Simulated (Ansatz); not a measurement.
**C₃H₇BFN: geometry optimisation**

Aim: relax C₃H₇BFN from a cheap starting geometry.

Program: Ansatz 0.2.0, Gaussian basis. Level of theory: RKS PBE0-D4/def2-TZVP. These are calculated values, not measurements.

The runs, in order: relaxation at PBE-D4/def2-SVP; relaxation at PBE0-D4/def2-TZVP.

1 further run of the same task is left out (set aside as unsound or not needed).

### Step 1. The system as given

SMILES `NCBC=CF`, 13 atoms, charge 0, spin multiplicity 1.

Atoms are counted from 1 here; the program's logs count them from 0.

Bond lengths: N1–C2 1.517 Å, N1–H7 1.047 Å, N1–H8 1.030 Å, C2–B3 1.623 Å, C2–H9 1.128 Å, C2–H10 1.129 Å, B3–C4 1.532 Å, B3–H11 1.153 Å, C4–C5 1.364 Å, C4–H12 1.111 Å, C5–F6 1.383 Å, C5–H13 1.072 Å. Angles: C2–N1–H7 106.6°, C2–N1–H8 105.0°, H7–N1–H8 107.5°, N1–C2–B3 113.3°, N1–C2–H9 110.5°, N1–C2–H10 108.0°, B3–C2–H9 109.3°, B3–C2–H10 110.2°, H9–C2–H10 105.2°, C2–B3–C4 119.1°, C2–B3–H11 118.7°, C4–B3–H11 121.9°, B3–C4–C5 120.3°, B3–C4–H12 120.4°, C5–C4–H12 118.5°, C4–C5–F6 119.4°, C4–C5–H13 123.9°, F6–C5–H13 116.7°.

Coordinates:

```csv
atom,x (Å),y (Å),z (Å)
N1,1.2665,-2.2215,0.5207
C2,0.5775,-0.9412,0.9519
B3,-0.0199,-0.0847,-0.2900
C4,-0.6357,1.2917,-0.0188
C5,-1.1928,2.0079,-1.0368
F6,-1.8155,3.2107,-0.7591
H7,2.0300,-1.9421,-0.1390
H8,0.5586,-2.7352,-0.0238
H9,-0.2516,-1.1653,1.6831
H10,1.3236,-0.3220,1.5306
H11,0.1274,-0.4870,-1.3609
H12,-0.7952,1.6402,1.0235
H13,-1.1525,1.7135,-2.0667
```

The start is a force-field geometry with small random shifts, so a cheaper pass at PBE-D4/def2-SVP comes first.

### Step 2. Geometry optimisation, PBE-D4/def2-SVP (cheap first pass)

in.yaml reads:

```yaml
crystal:
  periodic: [false, false, false]
  atoms:
    - {symbol: N, position_ang: [1.266500, -2.221500, 0.520700]}
    - {symbol: C, position_ang: [0.577500, -0.941200, 0.951900]}
    - {symbol: B, position_ang: [-0.019900, -0.084700, -0.290000]}
    - {symbol: C, position_ang: [-0.635700, 1.291700, -0.018800]}
    - {symbol: C, position_ang: [-1.192800, 2.007900, -1.036800]}
    - {symbol: F, position_ang: [-1.815500, 3.210700, -0.759100]}
    - {symbol: H, position_ang: [2.030000, -1.942100, -0.139000]}
    - {symbol: H, position_ang: [0.558600, -2.735200, -0.023800]}
    - {symbol: H, position_ang: [-0.251600, -1.165300, 1.683100]}
    - {symbol: H, position_ang: [1.323600, -0.322000, 1.530600]}
    - {symbol: H, position_ang: [0.127400, -0.487000, -1.360900]}
    - {symbol: H, position_ang: [-0.795200, 1.640200, 1.023500]}
    - {symbol: H, position_ang: [-1.152500, 1.713500, -2.066700]}
basis:
  gaussian: {orbitals: def2-SVP}
hamiltonian: {xc: pbe, dispersion: d4}
relax: {f_tol: 0.03, max_steps: 200}
```

Run with:

```bash
ansatz run in.yaml --threads 4 --pin off --events-out ev --progress --plain --max-ram 10444MiB
```

Log, shortened:

```text
Functional definition: PBE
  name "PBE"
  cite "Perdew, Burke & Ernzerhof, Phys. Rev. Lett. 77, 3865 (1996) doi:10.1103/PhysRevLett.77.3865"
  parent pbe
[...]
1354 factors; their error is unknown
[...]
mean field -8090.94526593 eV, -297.3367542831 hartree, gradient 1.4e-5 eV, S^2 0.000000; 0 other end points of the search recorded, 0 dependent functions left out
[...]
reference -8090.94530090 eV, -297.3367555685 hartree; 23, 23 occupied and 96, 96 virtual orbitals, 1354 factors
relax step   1: F+E_penalty+E_count = -8091.16295225 eV  Δ(F+E_penalty+E_count) = +0.000e0 eV  max|allowed force component| = 2.764e0 eV/Å  Δτ_max = 0.0000 Å  (32 SCF iters, accepted)
[...]
relax step   6: F+E_penalty+E_count = -8091.47241580 eV  Δ(F+E_penalty+E_count) = -2.617e-3 eV  max|allowed force component| = 4.732e-2 eV/Å  Δτ_max = 0.0393 Å  (31 SCF iters, accepted)
[...]
relax step   7: F+E_penalty+E_count = -8091.47328931 eV  Δ(F+E_penalty+E_count) = -8.735e-4 eV  max|allowed force component| = 2.908e-2 eV/Å  Δτ_max = 0.0216 Å  (31 SCF iters, accepted)
1354 factors; their error is unknown
mean field -8091.25602383 eV, -297.3481744254 hartree, gradient 2.8e-5 eV, S^2 0.000000; 1 other end points of the search recorded, 0 dependent functions left out
[...]
reference -8091.25605918 eV, -297.3481757244 hartree; 23, 23 occupied and 96, 96 virtual orbitals, 1354 factors
Total energy: -8091.47332466 eV, -297.3561600836 hartree
Atom 0 at     1.292972    -2.213183     0.556685 Å, force     0.008635    -0.012234    -0.009385 eV/Å
Atom 1 at     0.587625    -0.960963     0.883618 Å, force    -0.010667    -0.009564     0.000979 eV/Å
Atom 2 at    -0.025802    -0.062937    -0.255028 Å, force     0.016757    -0.018111    -0.029078 eV/Å
Atom 3 at    -0.686240     1.295980     0.038083 Å, force    -0.004624     0.014981     0.004100 eV/Å
Atom 4 at    -1.186663     2.022428    -0.986153 Å, force     0.000353     0.002968    -0.001485 eV/Å
Atom 5 at    -1.770069     3.213469    -0.834176 Å, force    -0.000862     0.000544     0.002357 eV/Å
Atom 6 at     2.059815    -1.995859    -0.094914 Å, force    -0.006669    -0.001237     0.004417 eV/Å
Atom 7 at     0.662881    -2.811775     0.004552 Å, force     0.002406     0.014045     0.006155 eV/Å
Atom 8 at    -0.242002    -1.190856     1.600374 Å, force     0.000957     0.001886     0.003704 eV/Å
Atom 9 at     1.254249    -0.324143     1.516920 Å, force     0.003538    -0.001533     0.002652 eV/Å
Atom 10 at     0.006995    -0.443845    -1.420730 Å, force    -0.000857     0.006279     0.006682 eV/Å
Atom 11 at    -0.771954     1.728568     1.051104 Å, force    -0.008863     0.012277     0.004298 eV/Å
Atom 12 at    -1.161406     1.708115    -2.045636 Å, force    -0.000104    -0.010302     0.004603 eV/Å
Dipole moment:    -0.088764     0.118463    -0.232269 e Å
```

Run time: 9.5 s. Hardware: 4 threads of Arm Neoverse V2, shared host.

Relaxation path:

```csv
step,energy from step 1 (eV),largest force component (eV/Å)
1,0.0000,2.7639
2,-0.1950,1.0219
3,-0.2039,0.7418
4,-0.3010,0.2399
5,-0.3068,0.1311
6,-0.3095,0.0473
7,-0.3103,0.0291
```

Distances of close pairs at the start and the end, largest changes first:

```csv
bond,before (Å),after (Å),change (Å)
B3–H11,1.153,1.227,+0.073
C2–B3,1.623,1.575,-0.048
C5–F6,1.383,1.335,-0.048
N1–C2,1.517,1.474,-0.043
C5–H13,1.072,1.105,+0.034
N1–H7,1.047,1.029,-0.018
C4–C5,1.364,1.352,-0.012
C2–H10,1.129,1.118,-0.011
```

### Step 3. Geometry optimisation, PBE0-D4/def2-TZVP

in.yaml reads:

```yaml
crystal:
  periodic: [false, false, false]
  atoms:
    - {symbol: N, position_ang: [1.292972, -2.213183, 0.556685]}
    - {symbol: C, position_ang: [0.587625, -0.960963, 0.883618]}
    - {symbol: B, position_ang: [-0.025802, -0.062937, -0.255028]}
    - {symbol: C, position_ang: [-0.686240, 1.295980, 0.038083]}
    - {symbol: C, position_ang: [-1.186663, 2.022428, -0.986153]}
    - {symbol: F, position_ang: [-1.770069, 3.213469, -0.834176]}
    - {symbol: H, position_ang: [2.059815, -1.995859, -0.094914]}
    - {symbol: H, position_ang: [0.662881, -2.811775, 0.004552]}
    - {symbol: H, position_ang: [-0.242002, -1.190856, 1.600374]}
    - {symbol: H, position_ang: [1.254249, -0.324143, 1.516920]}
    - {symbol: H, position_ang: [0.006995, -0.443845, -1.420730]}
    - {symbol: H, position_ang: [-0.771954, 1.728568, 1.051104]}
    - {symbol: H, position_ang: [-1.161406, 1.708115, -2.045636]}
basis:
  gaussian: {orbitals: def2-TZVP}
hamiltonian: {xc: pbe0, dispersion: d4}
relax: {f_tol: 0.005, max_steps: 150}
```

Launched as before.

Log:

```text
Functional definition: PBE0
  name "PBE0"
  cite "Adamo & Barone, J. Chem. Phys. 110, 6158 (1999) doi:10.1063/1.478522"
  cite "Perdew, Burke & Ernzerhof, Phys. Rev. Lett. 77, 3865 (1996) doi:10.1103/PhysRevLett.77.3865"
  parent pbe
  parameter a = 0.25
  parameter kappa = 0.804
  parameter beta = 0.06672455060314922
  exchange = (1 - a)*pbe_x(kappa = kappa, mu = beta*pi^2/3) + a*exact_x
  correlation = pbe_c(beta = beta)
1328 factors; their error is unknown
mean field evaluation 1: about -8090.9737 eV, gradient 6.8e1 eV
mean field evaluation 2: about -8084.0787 eV, gradient 8.4e1 eV
mean field evaluation 4: about -8101.1339 eV, gradient 5.3e0 eV
mean field evaluation 8: about -8101.1912 eV, gradient 5.3e-1 eV
mean field evaluation 16: about -8101.1916 eV, gradient 1.1e-4 eV
mean field -8101.19159698 eV, -297.7133000042 hartree, gradient 1.6e-5 eV, S^2 0.000000; 0 other end points of the search recorded, 0 dependent functions left out
the calculation of the forces begins
reference -8101.19162810 eV, -297.7133011477 hartree; 23, 23 occupied and 205, 205 virtual orbitals, 1328 factors
relax step   1: F+E_penalty+E_count = -8101.37378855 eV  Δ(F+E_penalty+E_count) = +0.000e0 eV  max|allowed force component| = 7.475e-1 eV/Å  Δτ_max = 0.0000 Å  (30 SCF iters, accepted)
these checks for a lower state are left out or cut short: starts, cluster_reference, orbital_swaps, neighbouring_geometries, increment
1328 factors; their error is unknown
mean field -8101.24534400 eV, -297.7152751706 hartree, gradient 1.1e-5 eV, S^2 0.000000; 0 other end points of the search recorded, 0 dependent functions left out
the calculation of the forces begins
reference -8101.24537496 eV, -297.7152763083 hartree; 23, 23 occupied and 205, 205 virtual orbitals, 1328 factors
relax step   2: F+E_penalty+E_count = -8101.42849889 eV  Δ(F+E_penalty+E_count) = -5.471e-2 eV  max|allowed force component| = 3.213e-1 eV/Å  Δτ_max = 0.0309 Å  (33 SCF iters, accepted)
these checks for a lower state are left out or cut short: starts, cluster_reference, orbital_swaps, neighbouring_geometries, increment
1328 factors; their error is unknown
mean field evaluation 32: about -8101.2505 eV, gradient 1.1e-5 eV
mean field -8101.25048980 eV, -297.7154642752 hartree, gradient 1.1e-5 eV, S^2 0.000000; 0 other end points of the search recorded, 0 dependent functions left out
the calculation of the forces begins
reference -8101.25052074 eV, -297.7154654123 hartree; 23, 23 occupied and 205, 205 virtual orbitals, 1328 factors
relax step   3: F+E_penalty+E_count = -8101.43387547 eV  Δ(F+E_penalty+E_count) = -5.377e-3 eV  max|allowed force component| = 7.393e-2 eV/Å  Δτ_max = 0.0131 Å  (33 SCF iters, accepted)
these checks for a lower state are left out or cut short: starts, cluster_reference, orbital_swaps, neighbouring_geometries, increment
1328 factors; their error is unknown
mean field -8101.25048819 eV, -297.7154642160 hartree, gradient 1.1e-5 eV, S^2 0.000000; 0 other end points of the search recorded, 0 dependent functions left out
the calculation of the forces begins
reference -8101.25051913 eV, -297.7154653531 hartree; 23, 23 occupied and 205, 205 virtual orbitals, 1328 factors
relax step   4: F+E_penalty+E_count = -8101.43387549 eV  Δ(F+E_penalty+E_count) = -1.931e-8 eV  max|allowed force component| = 7.529e-2 eV/Å  Δτ_max = 0.0005 Å  (33 SCF iters, accepted)
these checks for a lower state are left out or cut short: starts, cluster_reference, orbital_swaps, neighbouring_geometries, increment
1328 factors; their error is unknown
mean field -8101.24956917 eV, -297.7154304427 hartree, gradient 1.1e-5 eV, S^2 0.000000; 0 other end points of the search recorded, 0 dependent functions left out
the calculation of the forces begins
reference -8101.24960012 eV, -297.7154315801 hartree; 23, 23 occupied and 205, 205 virtual orbitals, 1328 factors
relax step   5: F+E_penalty+E_count = -8101.43300556 eV  Δ(F+E_penalty+E_count) = +8.699e-4 eV  max|allowed force component| = 1.782e-1 eV/Å  Δτ_max = 0.0150 Å  (32 SCF iters, rejected (line search))
these checks for a lower state are left out or cut short: starts, cluster_reference, orbital_swaps, neighbouring_geometries, increment
1328 factors; their error is unknown
mean field -8101.25119967 eV, -297.7154903626 hartree, gradient 1.1e-5 eV, S^2 0.000000; 0 other end points of the search recorded, 0 dependent functions left out
the calculation of the forces begins
reference -8101.25123062 eV, -297.7154915001 hartree; 23, 23 occupied and 205, 205 virtual orbitals, 1328 factors
relax step   6: F+E_penalty+E_count = -8101.43459987 eV  Δ(F+E_penalty+E_count) = -7.244e-4 eV  max|allowed force component| = 2.433e-2 eV/Å  Δτ_max = 0.0070 Å  (33 SCF iters, accepted)
these checks for a lower state are left out or cut short: starts, cluster_reference, orbital_swaps, neighbouring_geometries, increment
1328 factors; their error is unknown
mean field -8101.25135590 eV, -297.7154961039 hartree, gradient 1.1e-5 eV, S^2 0.000000; 0 other end points of the search recorded, 0 dependent functions left out
the calculation of the forces begins
reference -8101.25138686 eV, -297.7154972416 hartree; 23, 23 occupied and 205, 205 virtual orbitals, 1328 factors
relax step   7: F+E_penalty+E_count = -8101.43473290 eV  Δ(F+E_penalty+E_count) = -1.330e-4 eV  max|allowed force component| = 1.532e-2 eV/Å  Δτ_max = 0.0137 Å  (33 SCF iters, accepted)
these checks for a lower state are left out or cut short: starts, cluster_reference, orbital_swaps, neighbouring_geometries, increment
1328 factors; their error is unknown
mean field evaluation 64: about -8101.2514 eV, gradient 2.9e-4 eV
mean field -8101.25140714 eV, -297.7154979870 hartree, gradient 1.1e-5 eV, S^2 0.000000; 0 other end points of the search recorded, 0 dependent functions left out
the calculation of the forces begins
reference -8101.25143810 eV, -297.7154991247 hartree; 23, 23 occupied and 205, 205 virtual orbitals, 1328 factors
relax step   8: F+E_penalty+E_count = -8101.43478247 eV  Δ(F+E_penalty+E_count) = -4.957e-5 eV  max|allowed force component| = 1.275e-2 eV/Å  Δτ_max = 0.0095 Å  (33 SCF iters, accepted)
these checks for a lower state are left out or cut short: starts, cluster_reference, orbital_swaps, neighbouring_geometries, increment
1328 factors; their error is unknown
mean field -8101.25143997 eV, -297.7154991934 hartree, gradient 1.1e-5 eV, S^2 0.000000; 0 other end points of the search recorded, 0 dependent functions left out
the calculation of the forces begins
reference -8101.25147092 eV, -297.7155003310 hartree; 23, 23 occupied and 205, 205 virtual orbitals, 1328 factors
relax step   9: F+E_penalty+E_count = -8101.43481666 eV  Δ(F+E_penalty+E_count) = -3.418e-5 eV  max|allowed force component| = 1.009e-2 eV/Å  Δτ_max = 0.0102 Å  (33 SCF iters, accepted)
these checks for a lower state are left out or cut short: starts, cluster_reference, orbital_swaps, neighbouring_geometries, increment
1328 factors; their error is unknown
mean field -8101.25146077 eV, -297.7154999580 hartree, gradient 1.1e-5 eV, S^2 0.000000; 0 other end points of the search recorded, 0 dependent functions left out
the calculation of the forces begins
reference -8101.25149173 eV, -297.7155010954 hartree; 23, 23 occupied and 205, 205 virtual orbitals, 1328 factors
relax step  10: F+E_penalty+E_count = -8101.43483944 eV  Δ(F+E_penalty+E_count) = -2.279e-5 eV  max|allowed force component| = 6.105e-3 eV/Å  Δτ_max = 0.0101 Å  (32 SCF iters, accepted)
these checks for a lower state are left out or cut short: starts, cluster_reference, orbital_swaps, neighbouring_geometries, increment
1328 factors; their error is unknown
mean field -8101.25146239 eV, -297.7155000173 hartree, gradient 1.1e-5 eV, S^2 0.000000; 0 other end points of the search recorded, 0 dependent functions left out
the calculation of the forces begins
reference -8101.25149333 eV, -297.7155011546 hartree; 23, 23 occupied and 205, 205 virtual orbitals, 1328 factors
relax step  11: F+E_penalty+E_count = -8101.43484552 eV  Δ(F+E_penalty+E_count) = -6.077e-6 eV  max|allowed force component| = 1.329e-2 eV/Å  Δτ_max = 0.0096 Å  (33 SCF iters, accepted)
these checks for a lower state are left out or cut short: starts, cluster_reference, orbital_swaps, neighbouring_geometries, increment
1328 factors; their error is unknown
mean field -8101.25147643 eV, -297.7155005332 hartree, gradient 1.1e-5 eV, S^2 0.000000; 0 other end points of the search recorded, 0 dependent functions left out
the calculation of the forces begins
reference -8101.25150737 eV, -297.7155016705 hartree; 23, 23 occupied and 205, 205 virtual orbitals, 1328 factors
relax step  12: F+E_penalty+E_count = -8101.43485930 eV  Δ(F+E_penalty+E_count) = -1.378e-5 eV  max|allowed force component| = 5.768e-3 eV/Å  Δτ_max = 0.0023 Å  (33 SCF iters, accepted)
these checks for a lower state are left out or cut short: starts, cluster_reference, orbital_swaps, neighbouring_geometries, increment
1328 factors; their error is unknown
mean field evaluation 96: about -8101.2503 eV, gradient 6.2e-1 eV
mean field -8101.25149514 eV, -297.7155012208 hartree, gradient 1.1e-5 eV, S^2 0.000000; 0 other end points of the search recorded, 0 dependent functions left out
the calculation of the forces begins
reference -8101.25152609 eV, -297.7155023582 hartree; 23, 23 occupied and 205, 205 virtual orbitals, 1328 factors
relax step  13: F+E_penalty+E_count = -8101.43487788 eV  Δ(F+E_penalty+E_count) = -1.858e-5 eV  max|allowed force component| = 8.200e-4 eV/Å  Δτ_max = 0.0071 Å  (33 SCF iters, accepted)
these checks for a lower state are left out or cut short: starts, cluster_reference, orbital_swaps, neighbouring_geometries, increment
1328 factors; their error is unknown
mean field -8101.25150675 eV, -297.7155016477 hartree, gradient 1.1e-5 eV, S^2 0.000000; 0 other end points of the search recorded, 0 dependent functions left out
the calculation of the forces begins
reference -8101.25153771 eV, -297.7155027853 hartree; 23, 23 occupied and 205, 205 virtual orbitals, 1328 factors
relax step  14: F+E_penalty+E_count = -8101.43488973 eV  Δ(F+E_penalty+E_count) = -1.185e-5 eV  max|allowed force component| = 4.316e-3 eV/Å  Δτ_max = 0.0145 Å  (32 SCF iters, accepted)
1328 factors; their error is unknown
mean field evaluation 128: about -8101.2515 eV, gradient 2.5e-3 eV
mean field -8101.25150675 eV, -297.7155016477 hartree, gradient 1.1e-5 eV, S^2 0.000000; 1 other end points of the search recorded, 0 dependent functions left out
the calculation of the forces begins
reference -8101.25153771 eV, -297.7155027853 hartree; 23, 23 occupied and 205, 205 virtual orbitals, 1328 factors
Total energy: -8101.43492069 eV, -297.7222419854 hartree
Atom 0 at     1.254528    -2.205112     0.543622 Å, force     0.000383    -0.002469    -0.003407 eV/Å
Atom 1 at     0.592671    -0.939692     0.870672 Å, force     0.003292     0.000525    -0.002480 eV/Å
Atom 2 at    -0.004345    -0.040347    -0.262027 Å, force     0.002493     0.000838    -0.000981 eV/Å
Atom 3 at    -0.697562     1.288938     0.044069 Å, force    -0.001344     0.000186     0.000193 eV/Å
Atom 4 at    -1.179630     1.995875    -0.974943 Å, force     0.002741     0.000267    -0.000744 eV/Å
Atom 5 at    -1.798652     3.160844    -0.826974 Å, force    -0.001043     0.001183     0.000330 eV/Å
Atom 6 at     2.025338    -2.033270    -0.091183 Å, force    -0.004316    -0.000666     0.002063 eV/Å
Atom 7 at     0.613309    -2.805078     0.038097 Å, force     0.003660     0.002891     0.001564 eV/Å
Atom 8 at    -0.206398    -1.146508     1.599745 Å, force    -0.002743     0.000006     0.002329 eV/Å
Atom 9 at     1.291606    -0.327055     1.461577 Å, force    -0.000300    -0.000914    -0.000093 eV/Å
Atom 10 at     0.071164    -0.380959    -1.414745 Å, force    -0.001024    -0.000228     0.001127 eV/Å
Atom 11 at    -0.822685     1.696162     1.045126 Å, force    -0.000857    -0.000618    -0.000700 eV/Å
Atom 12 at    -1.118942     1.701201    -2.018336 Å, force    -0.000941    -0.001001     0.000798 eV/Å
Dipole moment:    -0.062605     0.073423    -0.241895 e Å
```

It took 48 s on 4 threads of Arm Neoverse V2, shared host; peak memory 0.59 GiB.

Step by step:

```csv
step,energy from step 1 (eV),largest force component (eV/Å)
1,0.0000,0.7475
2,-0.0547,0.3213
3,-0.0601,0.0739
4,-0.0601,0.0753
5,-0.0592,0.1782
6,-0.0608,0.0243
7,-0.0609,0.0153
8,-0.0610,0.0127
9,-0.0610,0.0101
10,-0.0610,0.0061
11,-0.0611,0.0133
12,-0.0611,0.0058
13,-0.0611,0.0008
14,-0.0611,0.0043
```

The force was under the threshold of 0.005 eV/Å already at step 13, but the program went on to step 14.

Close pairs (by a distance rule), those that changed most:

```csv
bond,before (Å),after (Å),change (Å)
B3–H11,1.227,1.204,-0.022
C4–C5,1.352,1.331,-0.021
C5–H13,1.105,1.086,-0.020
C2–H9,1.120,1.101,-0.019
C2–H10,1.118,1.101,-0.017
C4–H12,1.105,1.088,-0.017
N1–H8,1.030,1.013,-0.016
N1–H7,1.029,1.013,-0.016
```

Mulliken charges of the relaxed molecule (report file):

N1 -0.49; C2 -0.18; B3 -0.05; C4 -0.22; C5 0.14; F6 -0.16; H7 0.22; H8 0.22; H9 0.13; H10 0.13; H11 0.00; H12 0.13; H13 0.13

### Step 4. What came out

| quantity | value |
| --- | --- |
| point group | Cs |
| steps | 7 + 14 |
| shift from the start (rms) | 0.084 Å |
| total energy | -8101.4349 eV |
| dispersion term | -183 meV |
| dipole moment | 1.25 D |

The relaxed geometry lies 0.08 Å (rms) from the start; the bond that changed most is C2–B3, from 1.623 to 1.565 Å. No vibrations were run, so it is not proven to be a minimum. The largest Mulliken charge, -0.49 e, sits on N1.
